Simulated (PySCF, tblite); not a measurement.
**C2H2F3GeO radical: geometry, infrared bands and EPR parameters**

Wanted: the infrared bands and EPR parameters of C2H2F3GeO radical (`O=[C]([GeH2])C(F)(F)F`), by calculation.

Computed with tblite 0.8.0 and PySCF 2.14.0, with density-fitted response routines of our own, on a single molecule in the gas phase. Atoms are numbered from 0 throughout.

### Step 1. The starting structure

9 atoms, charge 0, multiplicity 2; geometry from: force field or distance geometry start.

Bonds of the start (Å): O0–C1 1.23, C1–Ge2 1.95, C1–C3 1.50, C3–F4 1.39, C3–F5 1.38, C3–F6 1.39, Ge2–H7 1.54, Ge2–H8 1.55.

### Step 2. Geometry optimisation with GFN2-xTB

What the job is given:

```
{"job": {"kind": "relax", "xc": "GFN2-xTB", "basis": "xTB"}, "charge": 0, "multiplicity": 2}
O     -0.060600    -2.010000     0.144700
C      0.043700    -0.789000     0.124900
Ge     1.694800     0.067600     0.710700
C     -1.108300     0.054500    -0.344000
F     -2.191000    -0.744500    -0.696700
F     -0.786200     0.783300    -1.469700
F     -1.439900     0.972300     0.642300
H      2.602000     0.281800    -0.518400
H      1.259000     1.389900     1.381100
```

On the command line:

```
$ OMP_NUM_THREADS=1 python probes_run.py task.json out
```

One launch serves the whole session: the jobs run in the order shown.

The log of the run:

```text
step      E/eV     max force
  0    -691.21697    2.466
  1    -691.36478    2.661
  2    -691.43651    1.114
  3    -691.46805    0.562
  4    -691.52062    0.495
  5    -691.53281    0.438
  6    -691.55461    0.328
  7    -691.56457    0.356
  8    -691.58113    0.491
  9    -691.59599    0.535
 10    -691.60975    0.318
 11    -691.61696    0.302
 12    -691.62231    0.244
 13    -691.62829    0.241
 14    -691.63494    0.263
 15    -691.64302    0.350
 16    -691.65094    0.350
 17    -691.65714    0.222
 18    -691.66181    0.173
 19    -691.66553    0.256
 20    -691.66891    0.268
 21    -691.67145    0.167
 22    -691.67298    0.133
 23    -691.67430    0.116
 24    -691.67603    0.190
 25    -691.67826    0.205
 26    -691.68067    0.139
 27    -691.68289    0.145
 28    -691.68477    0.129
 29    -691.68651    0.133
 30    -691.68824    0.144
 31    -691.69015    0.207
 32    -691.69275    0.228
 33    -691.69629    0.230
 34    -691.70019    0.238
 35    -691.70373    0.160
 36    -691.70654    0.165
 37    -691.70924    0.174
 38    -691.71242    0.189
 39    -691.71547    0.154
 40    -691.71783    0.150
 41    -691.72009    0.163
 42    -691.72273    0.186
 43    -691.72639    0.150
 44    -691.72789    0.128
 45    -691.72939    0.085
 46    -691.73045    0.092
 47    -691.73154    0.089
 48    -691.73266    0.107
 49    -691.73422    0.124
 50    -691.73636    0.167
 51    -691.73882    0.262
 52    -691.74195    0.238
 53    -691.74706    0.195
 54    -691.75218    0.238
 55    -691.75766    0.222
 56    -691.76365    0.236
 57    -691.76890    0.243
 58    -691.77222    0.295
 59    -691.77473    0.311
 60    -691.78245    0.230
 61    -691.78832    0.127
 62    -691.79472    0.235
 63    -691.79728    0.184
 64    -691.79909    0.156
 65    -691.80006    0.086
 66    -691.80065    0.067
 67    -691.80146    0.098
 68    -691.80271    0.151
 69    -691.80386    0.221
 70    -691.80518    0.150
 71    -691.80596    0.040
 72    -691.80603    0.067
 73    -691.80615    0.039
 74    -691.80621    0.024
 75    -691.80632    0.017
 76    -691.80637    0.017
 77    -691.80640    0.013
 78    -691.80641    0.013
 79    -691.80645    0.017
 80    -691.80649    0.022
 81    -691.80655    0.020
 82    -691.80660    0.016
 83    -691.80663    0.016
 84    -691.80666    0.019
 85    -691.80669    0.016
 86    -691.80671    0.006
```

It took 0.41 s on 1 thread of Arm Neoverse V1, shared host.

Step by step: (not every step is listed)

```
step  energy from step 0 (eV)  largest force (eV/Å)
   0                   0.0000                2.4663
   1                  -0.1478                2.6609
   2                  -0.2195                1.1140
   3                  -0.2511                0.5623
   4                  -0.3037                0.4954
   5                  -0.3158                0.4381
   6                  -0.3376                0.3285
   7                  -0.3476                0.3556
   8                  -0.3642                0.4906
  15                  -0.4261                0.3496
  22                  -0.4560                0.1333
  29                  -0.4695                0.1327
  36                  -0.4896                0.1647
  43                  -0.5094                0.1502
  50                  -0.5194                0.1674
  57                  -0.5519                0.2428
  64                  -0.5821                0.1559
  71                  -0.5890                0.0403
  78                  -0.5894                0.0130
  81                  -0.5896                0.0200
  82                  -0.5896                0.0163
  83                  -0.5897                0.0164
  84                  -0.5897                0.0191
  85                  -0.5897                0.0156
  86                  -0.5897                0.0064
```

Close pairs (by a distance rule), those that changed most:

```
  bond  before (Å)  after (Å)  change (Å)
 C3–F4       1.391      1.326      -0.065
 C3–F5       1.379      1.340      -0.039
C1–Ge2       1.950      1.989      +0.039
 C3–F6       1.387      1.350      -0.038
 C1–C3       1.503      1.532      +0.029
 O0–C1       1.226      1.197      -0.029
Ge2–H8       1.545      1.540      -0.005
Ge2–H7       1.543      1.543      +0.000
```

The final coordinates are the input of the step that follows.

### Step 3. Infrared spectrum with GFN2-xTB

What the job is given:

```
{"job": {"kind": "ir", "xc": "GFN2-xTB", "basis": "xTB"}, "charge": 0, "multiplicity": 2}
O      0.179631    -1.952711    -0.457776
C      0.090446    -0.812406    -0.104579
Ge     1.441613     0.262275     0.883298
C     -1.179848     0.032027    -0.243639
F     -2.304401    -0.631948    -0.471053
F     -1.019281     0.931970    -1.223546
F     -1.335009     0.737013     0.896881
H      2.804619    -0.252189     0.375019
H      1.335793     1.691962     0.320217
```

The log of the run:

```text
mode    cm-1     km/mol
  1      38.6      0.75
  2     128.7      4.04
  3     179.6      4.38
  4     191.9      2.37
  5     249.3      1.37
  6     273.7      5.25
  7     402.3     28.62
  8     420.6     19.31
  9     464.9     15.22
 10     466.3     39.12
 11     551.5     18.85
 12     633.1     68.65
 13     663.0     39.11
 14     775.4    288.08
 15     852.6     18.84
 16    1029.0    267.87
 17    1083.1    172.59
 18    1146.5    201.55
 19    1680.4    329.46
 20    1752.0    384.67
 21    1813.9    638.84
```

It took 0.21 s on 1 thread of Arm Neoverse V1, shared host.

The strongest bands and the atoms that carry them (share of the mass-weighted mode):

```
cm⁻¹  km/mol                      atoms
 633    68.7  C1 47 %, H8 16 %, H7 15 %
 775   288.1  H8 34 %, H7 33 %, C1 18 %
1029   267.9           C3 73 %, F6 17 %
1083   172.6           C3 73 %, F5 16 %
1146   201.6           C3 72 %, F4 19 %
1680   329.5           H7 53 %, H8 42 %
1752   384.7           C1 56 %, O0 38 %
1814   638.8           H8 51 %, H7 45 %
```

### Step 4. EPR parameters: B3LYP/def2-TZVP-core+pcH-1

Settings changed since step 3:

```diff
@@ -1,2 +1,2 @@
-{"job": {"kind": "ir", "xc": "GFN2-xTB", "basis": "xTB"}, "charge": 0, "multiplicity": 2}
+{"job": {"kind": "epr", "basis": "pcH-1"}, "charge": 0, "multiplicity": 2}
 O      0.179631    -1.952711    -0.457776
```

Level: UKS B3LYP, def2-TZVP-core on Ge, pcH-1 on C F H O, non-relativistic, mean-field spin-orbit, GIAO.

The log of the run:

```text
UKS, coarse grid
  cycle   1  E = -2528.86793015  |g| = 1.56e+00
  cycle   2  E = -2527.20782101  |g| = 2.25e+00
  cycle   3  E = -2528.81477091  |g| = 9.48e-01
  cycle   4  E = -2529.16489602  |g| = 2.51e-01
  cycle   5  E = -2529.17800374  |g| = 1.37e-01
  cycle   6  E = -2529.18554243  |g| = 3.62e-02
  cycle   7  E = -2529.18597171  |g| = 9.06e-03
  cycle   8  E = -2529.18606110  |g| = 4.23e-03
  cycle   9  E = -2529.18608113  |g| = 2.55e-03
  cycle  10  E = -2529.18608654  |g| = 1.01e-03
  cycle  11  E = -2529.18608727  |g| = 5.53e-04
UKS, final grid
  cycle   1  E = -2529.18600148  |g| = 6.04e-04
  cycle   2  E = -2529.18600138  |g| = 9.74e-04
  cycle   3  E = -2529.18600166  |g| = 1.63e-04
  cycle   4  E = -2529.18600168  |g| = 1.16e-04
  cycle   5  E = -2529.18600170  |g| = 4.10e-05
  cycle   6  E = -2529.18600170  |g| = 1.77e-05
E = -2529.18600170 Eh   <S^2> = 0.7586 (exact 0.7500)
g shifts (ppm)      1          2          3
  rmc          -174       -174       -174
  gc              3         20         20
  oz_so         390       5679      19925
  total         220       5525      19771
hyperfine (MHz)  atom isotope    a_iso     a_fc   dipolar eigenvalues
    0   17O      -7.77      -8.85    -52.86     19.02     33.85
    1   13C      31.46      31.88    -13.62     -3.61     17.24
    2  73Ge    -207.24    -209.89    -63.12     31.12     32.00
    3   13C      25.74      25.73     -2.54     -1.52      4.06
    4   19F      13.43      13.14    -11.62    -10.38     21.99
    5   19F      -8.47      -8.42    -17.78      3.43     14.35
    6   19F      60.21      60.17    -21.89    -18.50     40.39
    7    1H      74.81      74.63     -7.16      0.49      6.67
    8    1H      48.80      48.62     -7.53      1.16      6.37
```

Wall time 2.3 min (1 thread of Arm Neoverse V1, shared host); peak memory 1 GiB.

Principal g values 2.00254, 2.00784, 2.02209; g(iso) = 2.01082, against 2.00232 for a free electron.

Hyperfine couplings; where a row names several nuclei, a(iso) is their mean (it holds for fast rotation or exchange) and the dipolar term the largest among them:

```
    nuclei  isotope  a(iso) (MHz)  a(iso) (G, at g = 2.0023)  largest dipolar term (MHz)
       Ge2     73Ge        -207.2                      -73.9                       -63.1
    H7, H8       1H          61.8                       22.1                        -7.5
        C1      13C          31.5                       11.2                        17.2
        C3      13C          25.7                        9.2                         4.1
F4, F5, F6      19F          21.7                        7.8                        40.4
        O0      17O          -7.8                       -2.8                       -52.9
```

Mulliken spin populations:

```
atom  value (e)
  O0       0.11
  C1       0.03
 Ge2       0.79
  C3       0.01
  F4       0.00
  F5       0.00
  F6       0.01
  H7       0.04
  H8       0.02
```

In first order the couplings over 0.8 MHz of 1H, 19F give 12 distinct lines over 67.4 G, if the averaged nuclei exchange fast; the same motion can average rows kept apart here too.

The fields below are evaluated on a grid from the run's orbitals.

ELF in a plane through or near 6 of the atoms.

Ten even steps from '0' (0.00) to '9' (1.00):
```
0000000000000000000000000000
0000000000000000000000000000
0000000000000110000000000000
0000000000024554310000000000
0000000000158888731000000000
0000034300068648830000000000
0000699930016648500121000000
0004999981024555101663100000
0007999993278127735787400000
0006999951148779537678510000
0002789712214235325687410000
0000123321232002332133200000
0000001499995000100000000000
0000001799996000000000000000
0000001799997000000000000000
0000000389984000000000000000
0000000013320000000000000000
0000000000000000000000000000
0000000000000000000000000000
0000000000000000000000000000
```
The map spans 10.8 Å across and 9.2 Å up, centred on the molecule. Atoms in the plane (x, y in Å): O0 (0.1, 2.0), C1 (0.0, 0.8), C3 (1.2, -0.2), F4 (2.4, 0.4), H7 (-2.8, 0.6), H8 (-1.5, -1.5).

log10 of the density (e/Å³) in the same plane.

Values, 10 rows by 14 columns:
```
-4.0 -4.0 -4.0 -4.0 -4.0 -4.0 -4.0 -4.0 -4.0 -4.0 -4.0 -4.0 -4.0 -4.0
-4.0 -4.0 -4.0 -4.0 -4.0 -3.3 -2.1 -1.8 -2.3 -3.4 -4.0 -4.0 -4.0 -4.0
-4.0 -4.0 -3.5 -3.1 -2.9 -1.9 -0.6  0.1 -0.9 -2.1 -4.0 -4.0 -4.0 -4.0
-4.0 -3.3 -2.2 -1.6 -1.5 -1.5  0.0  0.8 -0.5 -1.4 -1.4 -2.2 -4.0 -4.0
-3.9 -2.8 -1.3 -0.1 -0.3 -0.5  0.1  1.0 -0.1  0.0  0.7 -0.8 -2.8 -4.0
-4.0 -2.9 -1.7 -0.7 -0.2  0.3 -0.5 -0.4  1.4  0.1  0.1 -1.0 -3.0 -4.0
-4.0 -3.5 -2.5 -1.6 -0.5  0.1 -0.9 -1.2 -0.5 -0.9 -1.9 -2.7 -4.0 -4.0
-4.0 -4.0 -3.1 -2.2 -1.1 -0.7 -1.5 -2.0 -1.6 -1.9 -3.2 -4.0 -4.0 -4.0
-4.0 -4.0 -4.0 -3.2 -2.6 -2.4 -2.8 -3.4 -4.0 -4.0 -4.0 -4.0 -4.0 -4.0
-4.0 -4.0 -4.0 -4.0 -4.0 -4.0 -4.0 -4.0 -4.0 -4.0 -4.0 -4.0 -4.0 -4.0
```
The map spans 10.8 Å across and 9.2 Å up, centred on the molecule. Atoms in the plane (x, y in Å): O0 (0.1, 2.0), C1 (0.0, 0.8), C3 (1.2, -0.2), F4 (2.4, 0.4), H7 (-2.8, 0.6), H8 (-1.5, -1.5).

On the surface of density 0.002 e/bohr³ the electrostatic potential runs, from the 1st to the 99th percentile, from -1.00 V near O0 to 1.48 V near Ge2.

The spin density lies nearest to Ge2 57 %; O0 12 %; C1 10 %; H7, H8 about 8 % each.

### Step 5. Summary of results

| quantity | value |
| --- | --- |
| strongest single infrared mode (GFN2-xTB) | 1814 cm⁻¹, 639 km/mol |
| zero-point energy (GFN2-xTB) | 21.2 kcal/mol |
| g(iso) (B3LYP) | 2.01082 |
| ⟨S²⟩ | 0.759 (exact 0.75) |
| largest a(iso) (averaged by class) | 73Ge on Ge2, -207.2 MHz |
| potential on the surface of density 0.002 e/bohr³, 1st and 99th percentile | -1.00 V and 1.48 V |

**Reading.** Over 86 steps the energy fell by 0.590 eV; of the close pairs, C3–F4 changed most, 1.391 to 1.326 Å. All 21 modes are real, so the xTB geometry is a minimum. The strongest single mode, at 1814 cm⁻¹, moves mainly H8 and H7. GFN2-xTB is a fitted tight-binding method: band positions and strengths are rough. Its intensities can rank the bands wrongly. Most of the unpaired spin sits on Ge2 (0.79 e). The isotropic g lies 8.5 ppt above the free-electron value. The hyperfine terms hold no scalar relativity, which the heavier nuclei need.
